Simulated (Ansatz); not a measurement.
# C2H6BNS: the cost of one run

Method: RKS BHLYP-D4/def2-SVP, in Ansatz 0.2.0.

### 1 Starting point

Bond lengths: B1–N2 1.454 Å, N2–C3 1.256 Å, C3–S4 1.817 Å, S4–C5 1.799 Å, B1–H6 1.201 Å, B1–H7 1.212 Å, C3–H8 1.149 Å, C5–H9 1.144 Å, C5–H10 1.117 Å, C5–H11 1.139 Å. Angles: B1–N2–C3 120.9°, N2–B1–H6 125.8°, N2–B1–H7 120.4°, H6–B1–H7 113.8°, N2–C3–S4 123.0°, N2–C3–H8 123.4°, S4–C3–H8 113.6°, C3–S4–C5 93.9°, S4–C5–H9 110.8°, S4–C5–H10 111.1°, S4–C5–H11 113.6°, H9–C5–H10 107.3°, H9–C5–H11 106.7°, H10–C5–H11 107.1°.

Structure file:

```xyz
11

B    -1.4318    1.7635   -0.8537
N    -1.0041    0.3775   -0.7545
C     0.2138    0.0731   -0.8043
S     0.8141   -1.6350   -0.6558
C     0.9098   -1.5769    1.1398
H    -0.7109    2.7135   -0.9925
H    -2.6103    2.0449   -0.8219
H     1.0551    0.8481   -0.9151
H     1.6734   -0.7953    1.4801
H     1.2338   -2.5605    1.5571
H    -0.0775   -1.3099    1.6413
```

### 2 End point A

File input.yaml:

```yaml
crystal:
  periodic: [false, false, false]
  atoms:
    - { symbol: B, position_ang: [-1.4318, 1.7635, -0.8537] }
    - { symbol: "N", position_ang: [-1.0041, 0.3775, -0.7545] }
    - { symbol: C, position_ang: [0.2138, 0.0731, -0.8043] }
    - { symbol: S, position_ang: [0.8141, -1.635, -0.6558] }
    - { symbol: C, position_ang: [0.9098, -1.5769, 1.1398] }
    - { symbol: H, position_ang: [-0.7109, 2.7135, -0.9925] }
    - { symbol: H, position_ang: [-2.6103, 2.0449, -0.8219] }
    - { symbol: H, position_ang: [1.0551, 0.8481, -0.9151] }
    - { symbol: H, position_ang: [1.6734, -0.7953, 1.4801] }
    - { symbol: H, position_ang: [1.2338, -2.5605, 1.5571] }
    - { symbol: H, position_ang: [-0.0775, -1.3099, 1.6413] }
basis:
  gaussian: { orbitals: def2-SVP }
hamiltonian:
  xc: { name: BHLYP }
  dispersion: d4
relax:
  f_tol: 0.015
  max_steps: 40
output:
  orbitals: {}
```

The run is started by

```console
$ ansatz run input.yaml --threads 2 --pin off --max-ram 3072MiB --backend cpu --events-out ev --progress --plain --runs-dir out
```

What time and memory should one allow on 2 threads of Intel Xeon 6975P-C (Granite Rapids), shared host?

About 43 s, with a peak of 0.24 GiB.
